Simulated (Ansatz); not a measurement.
**CH6OSSi2: how energies converge with the basis set**

The task here is to estimate one member of a computed series from the others.

Method: one geometry, several basis sets; program: Ansatz 0.2.0, Gaussian basis.

Plan: PBE0-D4/def2-SVP; ωB97M-V/def2-SVP; PBE0-D4/def2-QZVPP; ωB97M-V/def2-QZVPP; the functionals' def2-TZVPP values are taken from earlier runs.

## The geometry

The geometry comes from an earlier relaxation with PBE0-D4 in a triple-zeta def2 set; it is a stationary point, not always the lowest conformer.

SMILES `O[Si]1(S)C[SiH2]1`, 11 atoms, charge 0, spin multiplicity 1.

Atoms are counted from 1 here; the program's logs count them from 0.

Bond lengths: O1–Si2 1.642 Å, O1–H6 0.960 Å, Si2–S3 2.123 Å, Si2–C4 1.860 Å, Si2–Si5 2.242 Å, S3–H7 1.347 Å, C4–Si5 1.929 Å, C4–H8 1.090 Å, C4–H9 1.088 Å, Si5–H10 1.483 Å, Si5–H11 1.483 Å. Angles: Si2–O1–H6 116.5°, O1–Si2–S3 114.6°, O1–Si2–C4 113.2°, O1–Si2–Si5 124.7°, S3–Si2–C4 118.0°, S3–Si2–Si5 117.2°, C4–Si2–Si5 55.2°, Si2–S3–H7 95.1°, Si2–C4–Si5 72.5°, Si2–C4–H8 116.9°, Si2–C4–H9 118.6°, Si5–C4–H8 114.5°, Si5–C4–H9 117.5°, H8–C4–H9 111.7°, Si2–Si5–C4 52.3°, Si2–Si5–H10 123.6°, Si2–Si5–H11 122.2°, C4–Si5–H10 116.6° and more.

Set-up of the first run:

Input file in.yaml:

```yaml
crystal:
  periodic: [false, false, false]
  atoms:
    - {symbol: O, position_ang: [-0.846973, 1.277206, 1.471537]}
    - {symbol: Si, position_ang: [0.122753, 0.598572, 0.333688]}
    - {symbol: S, position_ang: [1.481544, 1.946487, -0.585713]}
    - {symbol: C, position_ang: [-0.766506, -0.620919, -0.752707]}
    - {symbol: Si, position_ang: [0.602293, -1.587577, 0.202722]}
    - {symbol: H, position_ang: [-0.407367, 1.722416, 2.199094]}
    - {symbol: H, position_ang: [0.526605, 2.730417, -1.122387]}
    - {symbol: H, position_ang: [-1.785638, -0.882762, -0.469387]}
    - {symbol: H, position_ang: [-0.658932, -0.533460, -1.831470]}
    - {symbol: H, position_ang: [1.716934, -2.135859, -0.607066]}
    - {symbol: H, position_ang: [0.080686, -2.571518, 1.182287]}
basis:
  gaussian: {orbitals: def2-SVP}
hamiltonian: {xc: pbe0, dispersion: d4}
output: {orbitals: {seedname: orbitals}}
```

Started as:

```
$ ansatz run in.yaml --threads 4 --pin off --events-out ev --progress --plain --max-ram 10444MiB
```

Among the steps run: PBE0-D4 in def2-SVP; ωB97M-V in def2-SVP; PBE0-D4 in def2-QZVPP; ωB97M-V in def2-QZVPP.

One of the session's tables, all rows but one given; the rest of the session is left out.

It belongs to the step «Functionals by basis». 

| functional | basis | HOMO (eV) | LUMO (eV) |
| --- | --- | --- | --- |
| PBE0-D4 | def2-SVP | -6.56 | -0.03 |
| PBE0-D4 | def2-TZVPP | -6.60 | -0.34 |
| PBE0-D4 | def2-QZVPP | -6.62 | -0.49 |
| ωB97M-V | def2-SVP | -8.52 | 1.82 |
| ωB97M-V | def2-TZVPP | -8.59 | 1.38 |
| ωB97M-V | def2-QZVPP | ? | ? |

Q: Estimate the row for ωB97M-V, def2-QZVPP from the others.

The run gave: HOMO (eV): -8.62; LUMO (eV): 1.02. In the column «HOMO (eV)» it is the lowest.
